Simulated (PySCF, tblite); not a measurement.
# Ga12N12H12: electronic excitations

What do calculations give for the electronic excitations of Ga12N12H12?

Programs: tblite 0.8.0 and PySCF 2.14.0, with routines of our own; each step states its level. All values are computed. Atoms count from 0.

### 1 The system as given

36 atoms, charge 0, multiplicity 1; geometry from: force field, distance geometry or constructed start.

### 2 Optimising the geometry with GFN2-xTB

The job: settings as JSON, then the geometry in Å.

```
{"job": {"kind": "relax", "xc": "GFN2-xTB", "basis": "xTB"}, "charge": 0, "multiplicity": 1}
Ga     1.327000     2.288100    -2.399600
N     -0.462400     2.606600    -2.404900
N     -2.479500     0.902100    -0.798300
Ga    -2.644900     0.004400    -2.404200
N     -2.026600    -1.700900    -2.394600
N      0.455900    -2.604500    -0.801900
Ga     1.322200    -2.288200    -2.401300
N      2.488100    -0.901700    -2.396500
Ga     2.646900    -0.002100    -0.799700
N      2.022800     1.698900    -0.797700
Ga     1.320000     2.288700     0.797200
N     -0.461700     2.602000     0.799300
Ga    -1.325500     2.290600    -0.794300
N     -2.482500     0.903800     2.395300
Ga    -2.646400     0.005100     0.799500
N     -2.027500    -1.699100     0.805600
Ga    -1.321700    -2.288000    -0.798400
N      0.458100    -2.607400     2.397000
Ga     1.321500    -2.288100     0.801800
N      2.487500    -0.903500     0.802000
Ga     2.641900     0.003800     2.399500
N      2.024700     1.701200     2.397800
Ga    -1.318700     2.294500     2.404600
Ga    -1.326300    -2.294200     2.396500
H      2.199400     2.505500    -3.657400
H     -0.969200     2.938600    -3.241200
H     -3.266300     0.655100    -3.659000
H     -2.064700    -2.303200    -3.242500
H      1.068700    -3.155300    -3.660300
H      3.028300    -0.635300    -3.240300
H     -3.023600     0.636300     3.242600
H      0.961200    -2.938200     3.243900
H      3.266000    -0.652700     3.656400
H      2.066200     2.302500     3.247400
H     -1.066900     3.157500     3.655000
H     -2.198400    -2.500700     3.655400
```

Run with:

```bash
$ OMP_NUM_THREADS=2 python large_run.py task.json out
```

The driver reads the jobs from task.json and runs them one after another.

What it wrote:

```text
step      E/eV     max force
  0   -1515.52739    1.419
  1   -1515.72236    0.805
  2   -1515.82700    0.670
  3   -1516.06127    0.623
  4   -1516.16863    0.615
  5   -1516.24184    0.461
  6   -1516.28152    0.205
  7   -1516.29579    0.177
  8   -1516.30874    0.207
  9   -1516.34740    0.383
 10   -1516.40821    0.503
 11   -1516.48178    0.482
 12   -1516.52778    0.277
 13   -1516.57102    0.272
 14   -1516.60935    0.308
 15   -1516.66223    0.413
 16   -1516.72820    0.461
 17   -1516.81748    0.551
 18   -1516.95388    0.728
 19   -1517.18846    1.013
 20   -1517.49812    1.976
 21   -1517.72111    1.630
 22   -1517.93347    1.788
 23   -1518.20340    1.002
 24   -1518.53173    0.709
 25   -1518.70302    0.564
 26   -1518.91185    0.616
 27   -1519.07270    0.610
 28   -1519.19131    0.502
 29   -1519.23573    0.306
 30   -1519.26950    0.246
 31   -1519.28755    0.326
 32   -1519.31885    0.371
 33   -1519.34553    0.275
 34   -1519.36473    0.222
 35   -1519.37642    0.183
 36   -1519.38725    0.174
 37   -1519.39961    0.226
 38   -1519.41433    0.310
 39   -1519.42914    0.288
 40   -1519.44148    0.202
 41   -1519.44971    0.147
 42   -1519.45413    0.108
 43   -1519.45678    0.115
 44   -1519.45930    0.098
 45   -1519.46208    0.090
 46   -1519.46483    0.093
 47   -1519.46752    0.110
 48   -1519.47046    0.110
 49   -1519.47379    0.119
 50   -1519.47657    0.085
 51   -1519.47805    0.055
 52   -1519.47883    0.050
 53   -1519.47957    0.052
 54   -1519.48046    0.060
 55   -1519.48137    0.061
 56   -1519.48210    0.055
 57   -1519.48260    0.041
 58   -1519.48292    0.034
 59   -1519.48312    0.026
 60   -1519.48326    0.022
 61   -1519.48337    0.020
```

It took 3.6 s on 2 threads of Arm Neoverse V1, shared host; peak memory 0.16 GiB.

The steps of the relaxation:

```
step  energy from step 0 (eV)  largest force (eV/Å)
   0                   0.0000                1.4189
   1                  -0.1950                0.8051
   2                  -0.2996                0.6701
   3                  -0.5339                0.6233
   4                  -0.6412                0.6152
   5                  -0.7144                0.4607
   6                  -0.7541                0.2047
   7                  -0.7684                0.1767
   8                  -0.7813                0.2061
  12                  -1.0004                0.2773
  16                  -1.2008                0.4611
  21                  -2.1937                1.6298
  25                  -3.1756                0.5642
  30                  -3.7421                0.2462
  34                  -3.8373                0.2217
  39                  -3.9017                0.2878
  43                  -3.9294                0.1147
  48                  -3.9431                0.1102
  52                  -3.9514                0.0494
  57                  -3.9552                0.0415
  58                  -3.9555                0.0340
  59                  -3.9557                0.0267
  60                  -3.9559                0.0226
  61                  -3.9560                0.0201
```

Distances of close pairs at the start and the end, largest changes first:

```
     bond  before (Å)  after (Å)  change (Å)
 N17–Ga20       3.404      2.071      -1.333
 N13–Ga23       3.401      2.071      -1.330
   N4–Ga6       3.400      2.071      -1.329
   N1–Ga3       3.396      2.071      -1.325
 N21–Ga22       3.396      2.070      -1.325
   Ga0–N7       3.395      2.071      -1.324
Ga14–Ga23       3.095      2.734      -0.361
 Ga6–Ga16       3.092      2.734      -0.358
```

The end geometry stands in the next job.

### 3 Electronic excitations: TDDFT PBE/def2-SVP

The job: settings as JSON, then the geometry in Å.

```
{"job": {"kind": "uv", "basis": "def2-SVP", "grid": 1, "kgrid": 0, "vcut": null, "nstates": 6, "ntriplets": 2, "tda": false, "delta": ["ip_vertical"], "pop": true, "xc": "PBE"}, "charge": 0, "multiplicity": 1}
Ga     1.338453     1.595990    -2.489550
N     -0.606451     1.844682    -2.429581
N     -2.804477     1.026487    -0.810845
Ga    -2.051071     0.361836    -2.489870
N     -1.294318    -1.446597    -2.429496
N      0.514575    -2.942403    -0.811132
Ga     0.711971    -1.955814    -2.489904
N      1.899978    -0.396491    -2.429828
Ga     2.663965     0.078506    -0.642829
N      2.291051     1.917655    -0.810475
Ga     1.264641     2.346623     0.643178
N     -0.514495     2.942819     0.810653
Ga    -1.400102     2.270217    -0.643511
N     -1.901252     0.397061     2.429177
Ga    -2.664989    -0.077000     0.643305
N     -2.291593    -1.916466     0.810554
Ga    -1.264810    -2.345641    -0.642528
N      0.606594    -1.844266     2.429869
Ga     1.398870    -2.267494     0.642728
N      2.806340    -1.025150     0.810828
Ga     2.051245    -0.361459     2.489898
N      1.293557     1.448344     2.429793
Ga    -0.712347     1.957793     2.489282
Ga    -1.339115    -1.595217     2.490196
H      1.952591     2.274481    -3.742766
H     -0.843373     2.542927    -3.142402
H     -2.946272     0.554806    -3.743524
H     -1.779789    -2.000101    -3.143614
H      0.993224    -2.827709    -3.742718
H      2.622794    -0.539762    -3.143258
H     -2.623118     0.540947     3.143452
H      0.843111    -2.541250     3.144282
H      2.945267    -0.553598     3.743566
H      1.778839     2.001743     3.144144
H     -0.993413     2.829126     3.744160
H     -1.952430    -2.273875     3.743445
```

Level: TDDFT PBE/def2-SVP, vertical, gas phase, core orbitals frozen in the response.

What it wrote:

```text
start: PBE on a coarse grid of 164413 points
cycle   1  E = -23754.1651170739  dE = -2.241e+00  |g| = 2.893e+00  |ddm| = 8.501e+00
cycle   2  E = -23748.5182334869  dE =  5.647e+00  |g| = 5.690e+00  |ddm| = 9.902e+00
cycle   3  E = -23755.0494912189  dE = -6.531e+00  |g| = 1.292e+00  |ddm| = 8.679e+00
cycle   4  E = -23755.4223534629  dE = -3.729e-01  |g| = 3.179e-01  |ddm| = 1.377e+00
cycle   5  E = -23755.4134225987  dE =  8.931e-03  |g| = 3.807e-01  |ddm| = 7.083e-01
cycle   6  E = -23755.4469777335  dE = -3.356e-02  |g| = 2.958e-02  |ddm| = 4.021e-01
cycle   7  E = -23755.4471855385  dE = -2.078e-04  |g| = 1.086e-02  |ddm| = 5.214e-02
cycle   8  E = -23755.4472092026  dE = -2.366e-05  |g| = 2.578e-03  |ddm| = 2.052e-02
final grid: 164413 points
cycle   9  E = -23755.4472087255  dE =  4.771e-07  |g| = 6.318e-03  |ddm| = 1.185e-02
cycle  10  E = -23755.4471162523  dE =  9.247e-05  |g| = 2.033e-02  |ddm| = 2.938e-02
cycle  11  E = -23755.4472122243  dE = -9.597e-05  |g| = 3.207e-03  |ddm| = 2.212e-02
cycle  12  E = -23755.4472124824  dE = -2.581e-07  |g| = 7.905e-04  |ddm| = 4.329e-03
cycle  13  E = -23755.4472073930  dE =  5.089e-06  |g| = 2.209e-04  |ddm| = 9.799e-04
cycle  14  E = -23755.4472193063  dE = -1.191e-05  |g| = 4.154e-05  |ddm| = 2.636e-04
cycle  15  E = -23755.4472164739  dE =  2.832e-06  |g| = 1.903e-05  |ddm| = 6.218e-05
converged SCF energy = -23755.4472164739

Static polarisability (au): isotropic 357.157, principal 338.684 338.701 394.086

Singlet excitations
state   eV       nm        f      main configurations
  1   3.0457    407.1   0.00514   H->L 0.99
  2   3.1432    394.5   0.00000   H-1->L 0.99
  3   3.1436    394.4   0.00000   H-2->L 0.99
  4   3.5510    349.2   0.05288   H-3->L 0.96
  5   3.5514    349.1   0.05284   H-4->L 0.96
  6   3.6294    341.6   0.07318   H-5->L 0.90

Triplet excitations (Tamm-Dancoff, eV): 2.9578 3.0380
```

Run time: 2.3 min. Hardware: 2 threads of Arm Neoverse V1, shared host; peak memory 1.6 GiB.

Warnings kept with the result: ip_vertical: open-shell SCF did not converge.

Frontier orbitals and where they lie:

```
orbital     eV                           atoms
 HOMO−4  -6.30        N15 7 %, N9 7 %, H24 6 %
 HOMO−3  -6.30        N11 7 %, N5 7 %, H34 6 %
 HOMO−2  -5.92      N9 17 %, N15 17 %, N19 9 %
 HOMO−1  -5.92     N5 17 %, N11 16 %, N19 10 %
   HOMO  -5.84     N2 13 %, N11 13 %, N15 12 %
   LUMO  -2.83    Ga12 9 %, Ga14 9 %, Ga16 9 %
 LUMO+1  -2.24  Ga8 15 %, Ga14 15 %, Ga12 14 %
 LUMO+2  -2.24  Ga16 19 %, Ga10 19 %, Ga12 6 %
 LUMO+3  -2.09     Ga18 8 %, Ga16 8 %, Ga8 8 %
```

With each of the 6 states as a Gaussian band of 0.4 eV half-width at 1/e, the curve within the window shown has maxima at 347 nm (ε 7,200) L/(mol cm). Beyond the last state computed it falls off for lack of states. The curve at chosen wavelengths:

nm, ε (L/mol/cm) and a bar:
```
      316       3441 ##############
      324       4908 ####################
      331       6045 #########################
      339       6924 #############################
      347       7211 ##############################
      354       6982 #############################
      362       6292 ##########################
      369       5461 #######################
      377       4422 ##################
      385       3428 ##############
      392       2666 ###########
      400       1950 ########
      408       1400 ######
      415       1038 ####
      423        734 ###
      431        519 ##
      438        385 ##
      446        276 #
      454        199 #
      461        150 #
      469        109 
      476         83 
      484         61 
      492         45 
      499         34 
      507         25
```

Further results of this job:

```
           property  computed
  dipole moment (D)      0.01
polarisability (Å³)     52.93
 HOMO–LUMO gap (eV)      3.00
      −ε(HOMO) (eV)      5.84
```

### 4 What came out

```
                                quantity                        value
           lowest singlet (PBE/def2-SVP)  3.05 eV (407 nm), f = 0.005
brightest single state of those computed  state 6, 3.63 eV, f = 0.073
                          lowest triplet                      2.96 eV
```

**Reading.** The lowest singlet, at 3.05 eV, is HOMO→LUMO 0.99 and is weak; of the 6 states computed, the strongest absorption comes from states 4 to 5 together at 3.55 eV (the last state computed absorbs too, and its partners may lie past the list). The lowest triplet lies 0.09 eV below the lowest singlet (triplets in Tamm-Dancoff, singlets in full TDDFT).
